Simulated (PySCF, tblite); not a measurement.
**C5H8BClS: geometry, infrared bands and NMR shifts**

What infrared bands and NMR shifts should C5H8BClS (`C#C[C@@H](BCl)SCC`) show?

Programs: tblite 0.8.0 and PySCF 2.14.0, with density-fitted response routines of our own. Each step states its level of theory. These are calculated values for one molecule in the gas phase, unless marked as measured. Atoms are numbered from 0 throughout.

## 1. Starting geometry

16 atoms, charge 0, multiplicity 1; geometry from: force field or distance geometry start.

Bonds of the start (Å): C0–C1 1.20, C1–C2 1.48, C2–B3 1.60, B3–Cl4 1.86, C2–S5 1.82, S5–C6 1.83, C6–C7 1.52, C0–H8 1.06, C2–H9 1.11, B3–H10 1.17, C6–H11 1.11, C6–H12 1.12, C7–H13 1.10, C7–H14 1.11, C7–H15 1.10.

## 2. Geometry optimisation with GFN2-xTB

The job: settings as JSON, then the geometry in Å.

```
{"job": {"kind": "relax", "xc": "GFN2-xTB", "basis": "xTB"}, "charge": 0, "multiplicity": 1}
C     -2.317200     1.554100     0.857100
C     -1.796900     0.560300     0.439500
C     -1.129900    -0.664300    -0.041500
B     -2.166500    -1.468600    -0.950900
Cl    -2.644000    -3.198900    -0.475600
S      0.307000    -0.222600    -1.063300
C      1.407400     0.182000     0.341600
C      2.773800     0.627600    -0.164400
H     -2.789000     2.432400     1.217700
H     -0.838500    -1.293500     0.820200
H     -2.624500    -0.987800    -1.918500
H      0.957800     0.994400     0.951200
H      1.529900    -0.717500     0.996900
H      3.434100     0.863400     0.686500
H      3.231800    -0.181000    -0.762400
H      2.657000     1.529200    -0.791000
```

On the command line:

```console
> OMP_NUM_THREADS=1 python probes_run.py task.json out
```

The driver reads the jobs from task.json and runs them one after another.

**Question.** This job is followed by: GFN2-xTB harmonic vibrations, gas phase; GIAO PBE0/pcSseg-1 NMR shielding, non-relativistic, gas phase. What will the session give for the following? strongest single infrared mode (GFN2-xTB); zero-point energy (GFN2-xTB); ¹³C shifts against TMS (PBE0/pcSseg-1); ¹H shifts against TMS (PBE0/pcSseg-1, means over atoms taken as alike); ¹¹B shifts against BF3·OEt2 (PBE0/pcSseg-1); ³⁵Cl shifts against HCl (PBE0/pcSseg-1); ³³S shifts against CS2 (PBE0/pcSseg-1); surface potential, 1st and 99th percentile.

As calculated:

| quantity | value |
| --- | --- |
| strongest single infrared mode (GFN2-xTB) | 1113 cm⁻¹, 80 km/mol |
| zero-point energy (GFN2-xTB) | 72.0 kcal/mol |
| ¹³C shifts against TMS (PBE0/pcSseg-1) | 86.5, 79.1, 40.0, 36.2, 14.2 ppm |
| ¹H shifts against TMS (PBE0/pcSseg-1, means over atoms taken as alike) | 6.60, 3.40, 3.25, 2.75, 1.88, 1.40 ppm |
| ¹¹B shifts against BF3·OEt2 (PBE0/pcSseg-1) | 66.6 ppm |
| ³⁵Cl shifts against HCl (PBE0/pcSseg-1) | 308 ppm |
| ³³S shifts against CS2 (PBE0/pcSseg-1) | 77 ppm |
| surface potential, 1st and 99th percentile | -1.02 V and 1.40 V |

Over 63 steps the energy fell by 0.354 eV; of the close pairs, B3–Cl4 changed most, 1.857 to 1.684 Å. No mode is imaginary among the 42: a minimum at this level. The strongest single mode, at 1113 cm⁻¹, moves mainly H9. GFN2-xTB is a fitted tight-binding method: band positions and strengths are rough. Its intensities can rank the bands wrongly. At PBE0/pcSseg-1: The widest tensor belongs to Cl4: span 712 ppm, with a paramagnetic part of -505 ppm. At PBE0/pcSseg-1, counted by nearest atom on the grid, the HOMO lies on S5 79 %, the LUMO on B3 50 %; Cl4 14 %.
